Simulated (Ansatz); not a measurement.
**NaZrO2: one candidate of a structure search**

Aim: relax a trial structure of NaZrO2 and see where it ends.

Computed with Ansatz 0.2.0 (DFT PBE, scalar-relativistic, plane waves, PAW, unless a step's input says otherwise).

## 1. The starting structure

It takes space group P-3m1 (No. 164, trigonal). The conventional cell has a = 4.082 Å, b = 4.082 Å, c = 4.664 Å, α = 90.00°, β = 90.00°, γ = 120.00°. Na (site symmetry -3m) has 2 Zr at 2.33 Å and 6 O at 2.45 Å as nearest neighbours. Zr (site symmetry -3m) has 2 Na at 2.33 Å as nearest neighbours. Around O (site symmetry 3m) lie 3 Na at 2.45 Å.

Structure file:

```cif
data_structure
_symmetry_space_group_name_H-M 'P 1'
_symmetry_Int_Tables_number 1
_cell_length_a 4.0825
_cell_length_b 4.0825
_cell_length_c 4.6642
_cell_angle_alpha 90.000
_cell_angle_beta 90.000
_cell_angle_gamma 120.000
_cell_volume 67.32
loop_
_atom_site_label
_atom_site_type_symbol
_atom_site_fract_x
_atom_site_fract_y
_atom_site_fract_z
_atom_site_occupancy
Na1 Na 0.00000 0.00000 0.00000 1
Zr1 Zr 0.00000 0.00000 0.50000 1
O1 O 0.33333 0.66667 0.85768 1
O2 O 0.66667 0.33333 0.14232 1
```

The cell is invented: random cell by space group and Wyckoff sites (P-3m1, No. 164). The dimensions are guesses.

## 2. A first look at the guess

Contents of input.yaml:

```yaml
crystal:
  lattice:
    - [4.08247053, 0.0, 0.0]
    - [-2.04123526, 3.53552319, 0.0]
    - [0.0, 0.0, 4.66420524]
  atoms:
    - { symbol: Na, position: [0.0, 0.0, 0.0] }
    - { symbol: Zr, position: [0.0, 0.0, 0.5] }
    - { symbol: O, position: [0.33333333, 0.66666667, 0.85767812] }
    - { symbol: O, position: [0.66666667, 0.33333333, 0.14232188] }
basis:
  ecutwfc: 420
kpoints:
  mp_grid: { grid: [6, 6, 4] }
hamiltonian:
  xc: pbe
scf:
  occupations: { method: gaussian, width: 0.1 }
  lower_state_search: "off"
output:
  forces: true
  stress: true
  eigenvalues: true
```

Started as:

```bash
> ansatz run input.yaml --threads 1 --pin off --max-ram 2560MiB --backend cpu --events-out ev --progress --plain --runs-dir out
```

The session goes on with these runs: coarse relaxation; spin check on a coarse mesh; relaxation on the finer mesh.

What does the calculation give? Wanted: conventional cell; volume; energy over the elements; gap on the mesh.

**Answer**, as computed:

| quantity | value |
| --- | --- |
| symmetry at the end (tolerance 0.05 Å) | space group P-3m1 (No. 164) |
| conventional cell | a = 3.136 Å, b = 3.136 Å, c = 5.976 Å, α = 90.00°, β = 90.00°, γ = 120.00° |
| volume | 12.72 Å³/atom |
| energy over the elements (uncorrected; H, N, O, F and Cl as molecules) | -2.37 eV/atom |
| gap on the mesh | none (metal) |

**Reading.** The space group P-3m1 (No. 164) is kept, and the volume per atom shrinks by 24.4 % from the first guess. A negative formation energy is needed for stability but isn't enough; other structures and compounds were not set against it here. No finished test with a distortion of lower symmetry is shown, so the end may be a saddle point. A spin-polarised run here lost its starting moments, which speaks against magnetism, though one start doesn't rule it out. Other magnetic orders were not searched.
